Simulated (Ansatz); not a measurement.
# CH7BOSi: small, medium and large basis sets

An exercise on one series of results from a longer session: the logs are not shown, and one member is left open.

Computed with Ansatz 0.2.0, Gaussian basis. Level: one geometry, several basis sets.

The runs, in order: PBE0-D4/def2-SVP; ωB97M-V/def2-SVP; PBE0-D4/def2-QZVPP; ωB97M-V/def2-QZVPP; the functionals' def2-TZVPP values are taken from earlier runs.

## The geometry

All runs share one geometry, relaxed beforehand with PBE0-D4 in a triple-zeta def2 set.

SMILES `C[SiH2]BO`, 11 atoms, charge 0, spin multiplicity 1.

Atoms are counted from 1 here; the program's logs count them from 0.

Bond lengths: C1–Si2 1.877 Å, C1–H5 1.092 Å, C1–H6 1.092 Å, C1–H7 1.092 Å, Si2–B3 2.027 Å, Si2–H8 1.495 Å, Si2–H9 1.495 Å, B3–O4 1.354 Å, B3–H10 1.207 Å, O4–H11 0.962 Å. Angles: Si2–C1–H5 110.6°, Si2–C1–H6 110.5°, Si2–C1–H7 111.4°, H5–C1–H6 107.7°, H5–C1–H7 108.3°, H6–C1–H7 108.3°, C1–Si2–B3 113.8°, C1–Si2–H8 110.0°, C1–Si2–H9 110.0°, B3–Si2–H8 108.5°, B3–Si2–H9 108.4°, H8–Si2–H9 105.9°, Si2–B3–O4 118.7°, Si2–B3–H10 122.5°, O4–B3–H10 118.8°, B3–O4–H11 113.7°.

Set-up of the first run:

The input, in.yaml:

```yaml
crystal:
  periodic: [false, false, false]
  atoms:
    - {symbol: C, position_ang: [-0.297054, 1.512310, -0.692759]}
    - {symbol: Si, position_ang: [0.524219, -0.174420, -0.738744]}
    - {symbol: B, position_ang: [0.108853, -1.330571, 0.873285]}
    - {symbol: O, position_ang: [-0.688122, -0.829213, 1.845738]}
    - {symbol: H, position_ang: [-1.383671, 1.408724, -0.651398]}
    - {symbol: H, position_ang: [0.017933, 2.068025, 0.193317]}
    - {symbol: H, position_ang: [-0.042860, 2.102659, -1.575524]}
    - {symbol: H, position_ang: [0.108189, -0.911373, -1.971127]}
    - {symbol: H, position_ang: [2.007736, -0.017017, -0.837117]}
    - {symbol: H, position_ang: [0.546094, -2.448392, 0.999116]}
    - {symbol: H, position_ang: [-0.836018, -1.437730, 2.575814]}
basis:
  gaussian: {orbitals: def2-SVP}
hamiltonian: {xc: pbe0, dispersion: d4}
output: {orbitals: {seedname: orbitals}}
```

Launch:

```sh
$ ansatz run in.yaml --threads 2 --pin off --events-out ev --progress --plain --max-ram 4352MiB
```

Steps of the session up to this table: PBE0-D4 in def2-SVP; ωB97M-V in def2-SVP; PBE0-D4 in def2-QZVPP; ωB97M-V in def2-QZVPP.

One of the session's tables, all rows but one given; the rest of the session is left out.

It belongs to the step «Density functionals: the series». 

| functional | basis | HOMO (eV) |
| --- | --- | --- |
| PBE0-D4 | def2-SVP | -7.51 |
| PBE0-D4 | def2-TZVPP | ? |
| PBE0-D4 | def2-QZVPP | -7.59 |
| ωB97M-V | def2-SVP | -9.64 |
| ωB97M-V | def2-TZVPP | -9.75 |
| ωB97M-V | def2-QZVPP | -9.77 |

Q: Estimate the row for PBE0-D4, def2-TZVPP from the others.

**Answer.** HOMO (eV): -7.58. In the column «HOMO (eV)» it lies between PBE0-D4, def2-QZVPP (-7.59) and PBE0-D4, def2-SVP (-7.51).
